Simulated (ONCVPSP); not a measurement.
# Pseudopotential generation for Ho: ONCV, PBEsol

Do these settings give a usable potential? It is generated, then checked for transferability, scattering, ghosts and hardness.

Method: ONCVPSP 4.0.1, PBEsol, scalar-relativistic.

## (1) Settings

The settings as typed:

* element: holmium (Ho, Z = 67)
* type: optimised norm-conserving Vanderbilt (ONCV)
* frozen core: [Kr] 4d10
* valence charge: 21
* reference configuration: 4f11 5s2 5p6 6s1.5 (charge +0.5)
* partial waves: 5s+6s: rc 2.15 bohr, ncon 4, nbas 8, qcut 7 1/bohr, 3 projectors, debl 3.7 Ha; 5p: rc 1.85 bohr, ncon 4, nbas 9, qcut 8.4 1/bohr, 1 projector; d scattering state at 0.37 Ha: rc 2.00 bohr, ncon 4, nbas 8, qcut 5 1/bohr, 2 projectors, debl 2.7 Ha; 4f: rc 0.95 bohr, ncon 4, nbas 9, qcut 16.4 1/bohr, 3 projectors, debl 1 Ha
* local potential: polynomial inside 0.80 bohr (lpopt 5, dvloc0 -1 Ha)
* core correction: Teter function, fcfact 4.25, rcfact 1.6

An earlier all-electron run gives the scale for the radii.

All-electron outer shells of the reference configuration (PBEsol, scalar-relativistic, ld1.x):

```tsv
shell	level (eV)	outermost node (bohr)	outermost maximum (bohr)
5s	-53.56	0.61	1.13
5p	-29.03	0.66	1.29
6s	-6.30	1.54	3.30
4f	-6.29	–	0.53
5d	-3.78	0.75	2.06
6p	-3.19	1.88	4.41
```

## (2) The generation run

File Ho.dat:

```
# ATOM AND REFERENCE CONFIGURATION
# atsym  z   nc   nv     iexc    psfile
  Ho 67.00    9    4  -116133      upf
#
#   n    l    f
    1    0    2.00
    2    0    2.00
    2    1    6.00
    3    0    2.00
    3    1    6.00
    3    2   10.00
    4    0    2.00
    4    1    6.00
    4    2   10.00
    4    3   11.00
    5    0    2.00
    5    1    6.00
    6    0    1.50
#
# PSEUDOPOTENTIAL AND OPTIMIZATION
# lmax
    3
#
#   l,   rc,      ep,       ncon, nbas, qcut
    0    2.15    0.00    4    8    7.00
    1    1.85    0.00    4    9    8.40
    2    2.00    0.37    4    8    5.00
    3    0.95    0.00    4    9   16.40
#
# LOCAL POTENTIAL
# lloc, lpopt,  rc(5),   dvloc0
    4    5    0.80   -1.00
#
# VANDERBILT-KLEINMAN-BYLANDER PROJECTORs
# l, nproj, debl
    0    3    3.70
    1    1    0.70
    2    2    2.70
    3    3    1.00
#
# MODEL CORE CHARGE
# icmod, fcfact, rcfact
    3    4.25    1.60
#
# LOG DERIVATIVE ANALYSIS
# epsh1, epsh2, depsh
   -3.00    5.00    0.02
#
# OUTPUT GRID
# rlmax, drl
    6.00    0.01
#
# TEST CONFIGURATIONS
# ncnf
    4
# nvcnf
#   n    l    f
    4
    4    3   11.00
    5    0    2.00
    5    1    6.00
    6    0    2.00
#
    4
    4    3   11.00
    5    0    2.00
    5    1    6.00
    6    0    1.00
#
    4
    4    3   11.00
    5    0    2.00
    5    1    6.00
    6    0    0.00
#
    4
    4    3   10.00
    5    0    2.00
    5    1    6.00
    6    0    2.00
#
```

The run is started by

```console
oncvpsp.x < Ho.dat > Ho.out
```

Before running it: what results should come out? Wanted: cutoffs for 1 and 0.1 mHa per electron, occupied waves; bound ghosts; GHOST(+) flags; largest phase difference near zero energy, channels read; rms error of d²Exc/dn², without and with the model core; projector energies reset by the program.

As calculated:

```
                                                quantity                             value
  cutoffs for 1 and 0.1 mHa per electron, occupied waves                 124 Ha and 228 Ha
                                            bound ghosts  s at -328.50 eV, p at -162.76 eV
                                          GHOST(+) flags         d at 179 eV, f at 6945 eV
largest phase difference near zero energy, channels read                         0.003 rad
 rms error of d²Exc/dn², without and with the model core                 5.87 and 2.93 mHa
                 projector energies reset by the program                d: 0.050, 2.750 Ha
```

**Reading.** It has a bound ghost (s, p), a state that the atom doesn't have, and that rules the file out. By its cutoff, 124 Ha for the looser tolerance, it is very hard. At the looser tolerance the 4f wave is the slowest; 5p needs 20 Ha. Near zero energy the phases of the channels with partial waves agree within 0.003 rad. The program also flags highly localised states, GHOST(+) (d, f).
